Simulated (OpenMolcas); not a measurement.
**Co²⁺ among point charges: CASSCF and CASPT2 levels, g values and susceptibility**

How does a field of 6 point charges split the states of Co²⁺, and what g values and χT follow?

Program: OpenMolcas 26.06. Level of theory: state-averaged CASSCF and CASPT2, spin-orbit coupling by RASSI with atomic mean-field integrals. These are calculated values, not measurements, unless marked.

## Step 1: Starting point

| Quantity | Value |
| --- | --- |
| Species | Co²⁺ (cobalt, Z = 27, 25 electrons) |
| Basis | ANO-RCC-VDZP [5s4p2d1f], 34 functions |
| Scalar Hamiltonian | DKH2, point nucleus |
| Inactive shells | 1s 2s 2p 3s 3p |
| Active space | 7 electrons in 5 orbitals (3d) |
| Some configurations of this space | 3d7 |
| Orbitals | optimised for each spin and parity, averaged over all roots |

The outer shells:

3d7
```
3d [↑↓][↑↓][↑ ][↑ ][↑ ]
```

The ion sits among 6 point charges of -1 e arranged as an octahedron (Oh), 2.11 Å from the ion.

Each step is its own input file, run in one work folder so that later steps find the files of earlier ones. Only the result sections of each output are shown. Labels, J, g values, rates, χT and fits are worked out afterwards by a script from the matrices that RASSI stores. The input lists half of the charges; inversion (Group=XYZ) makes the rest.

## Step 2: One- and two-electron integrals

Contents of a.inp:

```
&GATEWAY
Coord
1

Co 0.0 0.0 0.0
Basis=ANO-RCC-VDZP
Group=XYZ
NoMove
AngMom=0.0 0.0 0.0
AMFI
XField
3 Angstrom 0
2.110000 0.000000 0.000000 -1.000000
0.000000 2.110000 0.000000 -1.000000
0.000000 0.000000 2.110000 -1.000000
&SEWARD
```

Started as:

```sh
> OMP_NUM_THREADS=1 MOLCAS_MEM=1689 MOLCAS_PROJECT=a pymolcas a.inp > a.log
```

## Step 3: CASSCF: quartets of even parity, 10 roots

Contents of a.inp:

```
&RASSCF
FileOrb=start.orb
Symmetry=1
Spin=4
nActEl=7 0 0
Inactive=3 6
Ras2=5 0
CIRoot=10 10 1
SDav=10
CIMx=300
Iter=120 100
PrWF=0.3
OrbListing=Nothing
MaxOrb=0
>>> COPY $Project.JobIph JOB001
```

start.orb holds the contracted functions of the basis, ordered by shell, or the orbitals of the step before.

## Step 4: CASSCF: doublets of even parity, 40 roots

Contents of a.inp:

```
&RASSCF
FileOrb=start.orb
Symmetry=1
Spin=2
nActEl=7 0 0
Inactive=3 6
Ras2=5 0
CIRoot=40 40 1
SDav=40
CIMx=300
Iter=120 100
PrWF=0.3
OrbListing=Nothing
MaxOrb=0
>>> COPY $Project.JobIph JOB002
```

## Step 5: RASSI: spin-orbit coupling between the states

Contents of a.inp:

```
&RASSI
NrOfJobIphs=2 10 40
1 2 3 4 5 6 7 8 9 10
1 2 3 4 5 6 7 8 9 10 11 12 13 14 15 16 17 18 19 20 21 22 23 24 25 26 27
28 29 30 31 32 33 34 35 36 37 38 39 40
IphNames
JOB001
JOB002
EJob
SpinOrbit
DIPRint=1.0
SOCoupling=1000.0
Subsets=2
Property=9
'ANGMOM' 1 'ANGMOM' 2 'ANGMOM' 3 'MLTPL  1' 1 'MLTPL  1' 2 'MLTPL  1' 3
'AMFI' 1 'AMFI' 2 'AMFI' 3
SOProperty=3
'ANGMOM' 1 'ANGMOM' 2 'ANGMOM' 3
```

## Step 6: CASPT2: IPEA 0.25, imaginary shift 0.1 (closed shells correlated: 3s 3p)

Contents of a.inp:

```
>>> COPY JOB001 $Project.JobIph
&CASPT2
Multistate=10 1 2 3 4 5 6 7 8 9 10
NoMult
Frozen=2 3
IPEA=0.25
Imaginary=0.1
MaxIter=60
WThr=0.0 0.3 0.05
PrWF=0.5
NoMix
>>> COPY JOB002 $Project.JobIph
&CASPT2
Multistate=40 1 2 3 4 5 6 7 8 9 10 11 12 13 14 15 16 17 18 19 20 21 22
23 24 25 26 27 28 29 30 31 32 33 34 35 36 37 38 39 40
NoMult
Frozen=2 3
IPEA=0.25
Imaginary=0.1
MaxIter=60
WThr=0.0 0.3 0.05
PrWF=0.5
NoMix
```

(Steps that only read results are left out.)

What does the calculation give? Wanted: spin-free ground state; first state of the same spin; lowest level; next level.

**Answer**, as computed:

| quantity | value |
| --- | --- |
| method | SS-CASPT2, IPEA 0.25, imaginary shift 0.1 (closed shells correlated: 3s 3p) |
| spin-free ground state | 4T1, 3-fold in its orbital part |
| first state of the same spin | 4T2 at 2240 cm⁻¹ |
| lowest level | 2-fold Γ6, g = 4.75, 4.75, 4.75 |
| next level | 320.3 cm⁻¹ |
| χT at 300 K | 4.20 cm³ K/mol |
| effective moment at 300 K | 5.80 μB |

Cost by method:

```csv
method,time of its own steps,time with the reference
A. CASSCF,8.8 s,8.8 s
"B. SS-CASPT2, IPEA 0.25, imaginary shift 0.1, +3s 3p",2.6 s,11 s
```

Times are of one thread on a shared host.

**Reading.** The spin-free ground state (4T1) comes to 100 % from free-ion F terms and keeps the highest spin of the shell. χT at 300 K is 4.20, against 1.88 cm³ K/mol for the spin alone, so orbital moment adds to it. An active space of the d shell alone favours high spin; real ions in strong fields can be low spin. A ligand-field fit to the states below 45000 cm-1 gives 10Dq = 2278 cm-1, B = 1063 cm-1 and C = 4057 cm-1 (C/B = 3.82), with a deviation of 545 cm-1. CASPT2 does not keep the components of a term degenerate, and the means are used. Point charges give too small a field for d ions at true ligand charges. With metal d orbitals alone active, the balance of spin states is unreliable (CASSCF favours high spin far more than CASPT2), so the ground spin may be wrong. This is an electrostatic model: the charges have no orbitals.
